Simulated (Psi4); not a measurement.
# CH2NSn (SMILES N#[C][SnH2]) at USVWN5/def2-SVPD (core potential)

Aim: the vertical electron affinity of CH2NSn at USVWN5/def2-SVPD (core potential), from 2 runs. 

The results are computed with Psi4 1.11.

3 further runs of the same task are left out: 1 that didn't finish, 2 set aside as unsound or not needed.

### Step 1. Starting point

The species is CH2NSn (5 atoms), meant as a doublet with charge 0. SMILES: `N#[C][SnH2]`. Geometry: relaxed at PBE0-D4/def2-TZVP.

Bond lengths: N1–C2 1.154 Å, C2–Sn3 2.115 Å, Sn3–H4 1.710 Å, Sn3–H5 1.710 Å. Angles: N1–C2–Sn3 175.8°, C2–Sn3–H4 105.7°, C2–Sn3–H5 105.7°, H4–Sn3–H5 113.6°.

### Step 2. Energy and gradient at USVWN5/def2-SVPD (core potential)

calc.py reads:

```python
import psi4

psi4.set_memory('2200 MB')
psi4.set_num_threads(1)
psi4.core.set_output_file('psi4.out', False)

molecule = psi4.geometry("""
0 2
N      1.57565364    -2.90205241     3.14752783
C      0.95620142    -1.60910180     1.50422200
Sn     0.01814137     0.62568832    -1.67486426
H     -3.11521352     0.07218754    -2.23743573
H      0.65951442     3.67438348    -0.81749552
units au
symmetry c1
""")

psi4.set_options({
    'basis': 'def2-SVPD',
    'reference': 'uks',
    'puream': True,
    'e_convergence': 1e-09,
    'd_convergence': 1e-08,
    'scf_type': 'pk',
    'dft_radial_points': 99,
    'dft_spherical_points': 590,
    'maxiter': 100,
})

result = psi4.gradient('scf', dft_functional={"name": "SVWN5", "x_functionals": {"LDA_X": {}}, "c_functionals": {"LDA_C_VWN": {}}})
print('gradient / Eh bohr^-1')
print(result.np.round(6))
```

Started as:

```sh
$ python calc.py
```

psi4.out:

```text
[...]
    !!!  WARNING: ECP capability is in beta. Please check occupations closely.  !!!
[...]
  Running in c1 symmetry.
[...]
  Nuclear repulsion =   94.907877874130961
[...]
  Multiplicity = 2
[...]
  Nalpha       = 19
  Nbeta        = 18
[...]
    Number of basis functions: 88
[...]
   @UKS iter   1:  -306.76398841796669   -9.66165e-01   7.96026e-03 DIIS/ADIIS
[...]
   @UKS iter  13:  -307.07044919227542   -1.05729e-11   6.49047e-09 DIIS
[...]
   @S^2 Observed:                7.507384725E-01
[...]
    Orbital Energies [Eh]
    ---------------------
    Alpha Occupied:
       1A    -13.873498     2A     -9.823970     3A     -4.918667
       4A     -3.303911     5A     -3.302040     6A     -3.299433
       7A     -0.978861     8A     -0.976403     9A     -0.975717
      10A     -0.972706    11A     -0.972342    12A     -0.815196
      13A     -0.532027    14A     -0.388888    15A     -0.343975
      16A     -0.327809    17A     -0.312762    18A     -0.308988
      19A     -0.222691
    Alpha Virtual:
      20A     -0.059694    21A     -0.057202    22A     -0.047223
      23A     -0.018498    24A      0.006954    25A      0.010614
[...]
  @UKS Final Energy:  -307.07044919227542
   => Energetics <=
    Nuclear Repulsion Energy =             94.9078778741309605
    One-Electron Energy =                -690.5636780567106143
    Two-Electron Energy =                 318.3690338549752141
    DFT Exchange-Correlation Energy =     -29.7836828646709577
    Empirical Dispersion Energy =           0.0000000000000000
    VV10 Nonlocal Energy =                  0.0000000000000000
    Total Energy =                       -307.0704491922754187
[...]
 Multipole Moments:
 ------------------------------------------------------------------------------------
     Multipole            Electronic (a.u.)      Nuclear  (a.u.)        Total (a.u.)
 ------------------------------------------------------------------------------------
 L = 1.  Multiply by 2.5417464519 to convert [e a0] to [Debye]
 Dipole X            :         -6.8046232            6.3960812           -0.4085420
 Dipole Y            :         18.1211069          -17.1723876            0.9487193
 Dipole Z            :        -27.9430336           26.6182836           -1.3247500
 Magnitude           :                                                    1.6798624
[...]
  -Total Gradient:
     Atom            X                  Y                   Z
    ------   -----------------  -----------------  -----------------
       1       -0.009966406412     0.020659090005    -0.026021807583
       2        0.010628048838    -0.022006814895     0.027669251581
       3       -0.002771356588     0.003361500405    -0.001164519460
       4        0.003039978460     0.000887471835     0.000503441453
       5       -0.000929750275    -0.002902033434    -0.000985789229
[...]
```

The script printed:

```text
gradient / Eh bohr^-1
[[-0.009966  0.020659 -0.026022]
 [ 0.010628 -0.022007  0.027669]
 [-0.002771  0.003362 -0.001165]
 [ 0.00304   0.000887  0.000503]
 [-0.00093  -0.002902 -0.000986]]
```

Wall time 42 s (1 thread of AMD EPYC 7R43 (Zen 3), shared host); peak memory 0.48 GiB.

### Step 3. The singlet anion: the energy at SVWN5/def2-SVPD (core potential)

input.dat reads:

```
memory 2200 MB

molecule system {
  -1 1
  N      0.833800    -1.535700     1.665600
  C      0.506000    -0.851500     0.796000
  Sn     0.009600     0.331100    -0.886300
  H     -1.648500     0.038200    -1.184000
  H      0.349000     1.944400    -0.432600
  symmetry c1
  no_reorient
  no_com
}

set basis def2-SVPD
set puream true
set e_convergence 1e-09
set d_convergence 1e-08
set scf_type pk
set dft_radial_points 99
set dft_spherical_points 590

e_tot, wfn = energy("scf", dft_functional={"name": "SVWN5", "x_functionals": {"LDA_X": {}}, "c_functionals": {"LDA_C_VWN": {}}}, return_wfn=True)
oeprop(wfn, "WIBERG_LOWDIN_INDICES", "MULLIKEN_CHARGES", "QUADRUPOLE", title="SCF")
print_variables()
```

Started as:

```sh
$ psi4 input.dat output.dat -n 1
```

output.dat, shortened:

```text
[...]
    !!!  WARNING: ECP capability is in beta. Please check occupations closely.  !!!
[...]
  Running in c1 symmetry.
[...]
  Nuclear repulsion =   94.907877767547262
[...]
  Multiplicity = 1
[...]
  Nalpha       = 19
  Nbeta        = 19
[...]
    Number of basis functions: 88
[...]
   @RKS iter   1:  -306.66654945422357   -8.81408e-01   9.45844e-03 DIIS/ADIIS
[...]
   @RKS iter  13:  -307.15600879484253   -4.88853e-12   3.22087e-09 DIIS
[...]
  @RKS Final Energy:  -307.15600879484253
   => Energetics <=
    Nuclear Repulsion Energy =             94.9078777675472622
    One-Electron Energy =                -698.8604128776644302
    Two-Electron Energy =                 326.8157457152057646
    DFT Exchange-Correlation Energy =     -30.0192193999310994
    Empirical Dispersion Energy =           0.0000000000000000
    VV10 Nonlocal Energy =                  0.0000000000000000
    Total Energy =                       -307.1560087948425348
[...]
 Multipole Moments:
 ------------------------------------------------------------------------------------
     Multipole            Electronic (a.u.)      Nuclear  (a.u.)        Total (a.u.)
 ------------------------------------------------------------------------------------
 L = 1.  Multiply by 2.5417464519 to convert [e a0] to [Debye]
 Dipole X            :        -15.3776097           14.7101951           -0.6674147
 Dipole Y            :         13.1710993          -12.4572636            0.7138357
 Dipole Z            :          8.8412050           -8.8439183           -0.0027133
 Magnitude           :                                                    0.9772467
 L = 2.  Multiply by 1.3450342976 to convert [e a0^2] to [Debye ang]
 Quadrupole XX       :        -67.6708176           33.0114727          -34.6593449
 Quadrupole XY       :         41.2926035          -38.7920109            2.5005926
[...]
  Mulliken Charges: (a.u.)
   Center  Symbol    Alpha    Beta     Spin     Total
       1     N     3.60801  3.60801  0.00000 -0.21602
       2     C     3.00986  3.00986  0.00000 -0.01973
       3    SN    11.44173 11.44173  0.00000 -0.88347
       4     H     0.47020  0.47020  0.00000  0.05960
       5     H     0.47019  0.47019  0.00000  0.05961
   Total alpha = 19.00000, Total beta = 19.00000, Total charge = -1.00000
  Wiberg Bond Indices using Orthogonal Lowdin Orbitals:
[...]
```

Wall time 20 s (1 thread of AMD EPYC 7R43 (Zen 3), shared host); peak memory 0.46 GiB.

### Step 4. Outcome

Level: USVWN5/def2-SVPD (core potential).

| quantity | value |
| --- | --- |
| doublet CH2NSn: total energy | -307.07045 Eh |
| doublet CH2NSn: dipole moment | 4.27 D |
| doublet CH2NSn: HOMO energy (highest over α and β) | -6.06 eV |
| doublet CH2NSn: LUMO energy (lowest over α and β) | -5.21 eV |
| doublet CH2NSn: ⟨S²⟩ | 0.751 |
| doublet CH2NSn: largest force on an atom | 1.898 eV/Å |
| singlet anion: total energy | -307.15601 Eh |
| singlet anion: HOMO energy | 0.52 eV |
| singlet anion: LUMO energy | 3.31 eV |
| singlet anion: HOMO–LUMO gap (to an unbound level, set by the basis) | 2.79 eV |
| vertical electron affinity (to the singlet anion) | 2.328 eV |

In words: At fixed nuclei the extra electron is bound by 2.33 eV (54 kcal/mol). The largest force (doublet CH2NSn) is 1.90 eV/Å: the shape isn't a stationary point for this species at this level. The HOMO (singlet anion) lies at positive energy, 0.52 eV, as semi-local functionals often give for anions; only total energies tell whether the electron is bound.
